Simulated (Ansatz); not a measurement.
**C3H11BO2: a ladder of functionals and wavefunction methods**

One table from this session's results is given with a row withheld; the runs are named, their logs left out.

Method: functionals in def2-TZVPP, the program's frozen cores in correlated methods; program: Ansatz 0.2.0, Gaussian basis.

The runs, in order: LDA (SPW92), PBE-D4, revPBE-D4, BLYP-D4, r2SCAN-D4, B97M-V, PBE0-D4, B3LYP-D4, r2SCANh-D4, r2SCAN0-D4, HSE06-D4, BHLYP-D4, CAM-B3LYP-D4, LC-ωPBE, ωB97X-V, ωB97M-V, B2PLYP, PBE-QIDH; CCSD(T)/def2-SVP; MP2/def2-TZVPP; MP2/def2-QZVPP; RPA on PBE.

### The geometry

All runs share one geometry, relaxed beforehand with PBE0-D4 in a triple-zeta def2 set.

17 atoms, charge 0, spin multiplicity 1.

Atoms are counted from 1 here; the program's logs count them from 0.

Bond lengths: C1–O2 1.413 Å, C1–H7 1.096 Å, C1–H8 1.089 Å, C1–H9 1.096 Å, O2–H10 0.959 Å, B3–C4 1.576 Å, B3–C5 1.572 Å, B3–O6 1.369 Å, C4–H11 1.093 Å, C4–H12 1.094 Å, C4–H13 1.097 Å, C5–H14 1.093 Å, C5–H15 1.092 Å, C5–H16 1.097 Å, O6–H17 0.960 Å. Angles: O2–C1–H7 112.1°, O2–C1–H8 106.7°, O2–C1–H9 111.8°, H7–C1–H8 108.2°, H7–C1–H9 109.0°, H8–C1–H9 108.9°, C1–O2–H10 108.8°, C4–B3–C5 122.3°, C4–B3–O6 120.7°, C5–B3–O6 116.4°, B3–C4–H11 112.3°, B3–C4–H12 113.5°, B3–C4–H13 109.2°, H11–C4–H12 108.0°, H11–C4–H13 106.3°, H12–C4–H13 107.2°, B3–C5–H14 112.0°, B3–C5–H15 112.8° and more.

The first run:

in.yaml

```yaml
crystal:
  periodic: [false, false, false]
  atoms:
    - {symbol: C, position_ang: [-1.632030, -1.506916, -0.836320]}
    - {symbol: O, position_ang: [-0.288966, -1.610597, -0.409241]}
    - {symbol: B, position_ang: [0.550487, 0.909809, 0.009350]}
    - {symbol: C, position_ang: [2.014712, 0.420798, 0.328244]}
    - {symbol: C, position_ang: [-0.495815, 1.224044, 1.140368]}
    - {symbol: O, position_ang: [0.189100, 1.248689, -1.266602]}
    - {symbol: H, position_ang: [-2.312031, -1.281999, -0.006985]}
    - {symbol: H, position_ang: [-1.672754, -0.678911, -1.543159]}
    - {symbol: H, position_ang: [-1.971270, -2.420078, -1.338792]}
    - {symbol: H, position_ang: [-0.234537, -2.273316, 0.282341]}
    - {symbol: H, position_ang: [2.043759, -0.283370, 1.163082]}
    - {symbol: H, position_ang: [2.513669, -0.046448, -0.526126]}
    - {symbol: H, position_ang: [2.624654, 1.281780, 0.630194]}
    - {symbol: H, position_ang: [-0.542098, 0.427910, 1.888135]}
    - {symbol: H, position_ang: [-1.499840, 1.404819, 0.750481]}
    - {symbol: H, position_ang: [-0.186969, 2.128611, 1.678886]}
    - {symbol: H, position_ang: [0.880928, 1.054974, -1.903757]}
basis:
  gaussian: {orbitals: def2-TZVPP}
hamiltonian: {xc: lda}
output: {orbitals: {seedname: orbitals}}
```

The run is started by

```sh
$ ansatz run in.yaml --threads 4 --pin off --events-out ev --progress --plain --max-ram 11315MiB
```

Among the steps run: LDA; PBE-D4 (GGA); revPBE-D4 (GGA); BLYP-D4 (GGA); r2SCAN-D4 (meta-GGA); B97M-V (meta-GGA); B3LYP-D4 (hybrid); r2SCANh-D4 (hybrid); r2SCAN0-D4 (hybrid); HSE06-D4 (hybrid); BHLYP-D4 (hybrid); CAM-B3LYP-D4 (range-separated); LC-ωPBE (range-separated); ωB97X-V (range-separated); ωB97M-V (range-separated); B2PLYP (double hybrid); PBE-QIDH (double hybrid).

One table of the session follows, with a row left open; its other results are not shown here.

It belongs to the step «Frontier levels by functional». 

| functional | HOMO (eV) | LUMO (eV) | gap (eV) |
| --- | --- | --- | --- |
| LDA (SPW92) | -6.52 | -0.35 | 6.18 |
| PBE-D4 | -6.40 | -0.18 | 6.22 |
| revPBE-D4 | -6.35 | -0.10 | 6.26 |
| BLYP-D4 | ? | ? | ? |
| r2SCAN-D4 | -6.77 | 0.54 | 7.31 |
| B97M-V | -6.93 | 0.01 | 6.95 |
| PBE0-D4 | -8.06 | 0.65 | 8.71 |
| B3LYP-D4 | -7.84 | 0.30 | 8.14 |
| r2SCANh-D4 | -7.39 | 0.79 | 8.18 |
| r2SCAN0-D4 | -8.26 | 1.13 | 9.39 |
| HSE06-D4 | -7.65 | 0.29 | 7.93 |
| BHLYP-D4 | -9.47 | 1.24 | 10.71 |
| CAM-B3LYP-D4 | -9.53 | 1.38 | 10.91 |
| LC-ωPBE | -10.87 | 2.71 | 13.58 |
| ωB97X-V | -10.53 | 2.48 | 13.01 |
| ωB97M-V | -10.41 | 2.01 | 12.42 |

Q: Estimate the row for BLYP-D4 from the others.

Worked estimate for «HOMO (eV)». Against the share of exact exchange, B3LYP-D4 (0.2, -7.84), BHLYP-D4 (0.5, -9.47) give a slope of -5.43 per unit share; at 0 the line stands at -6.75.

The run gave: HOMO (eV): -6.36; LUMO (eV): -0.21; gap (eV): 6.15. In «HOMO (eV)» the line misses by -0.39.
